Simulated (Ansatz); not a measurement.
# K: the cost of one run

Program: Ansatz 0.2.0. Level of theory: DFT PBE+D3(BJ), scalar-relativistic, plane waves, PAW. These are calculated values, not measurements.

## (1) The system as given

Coordinates:

```xyz
1

K     7.5000    7.7500    8.0000
```

## (2) Single point

Contents of input.yaml:

```yaml
crystal:
  lattice:
    - [15.0, 0.0, 0.0]
    - [0.0, 15.5, 0.0]
    - [0.0, 0.0, 16.0]
  atoms:
    - { symbol: K, position: [0.5, 0.5, 0.5], spin: 1.0 }
  symmetry: { detect: false }
basis:
  ecutwfc: 420
kpoints:
  mp_grid: { grid: [1, 1, 1] }
hamiltonian:
  xc: pbe
  dispersion: d3bj
scf:
  occupations: { method: gaussian, width: 0.005 }
output:
  forces: true
  eigenvalues: true
  populations: true
magnetization:
  spin_polarized: true
```

On the command line:

```
$ ansatz run input.yaml --threads 1 --pin off --max-ram 2560MiB --backend cpu --events-out ev --progress --plain --runs-dir out
```

Q: Estimate wall time and peak memory on 1 thread of Arm Neoverse V1, shared host.

About 72 s, with a peak of 2 GiB.
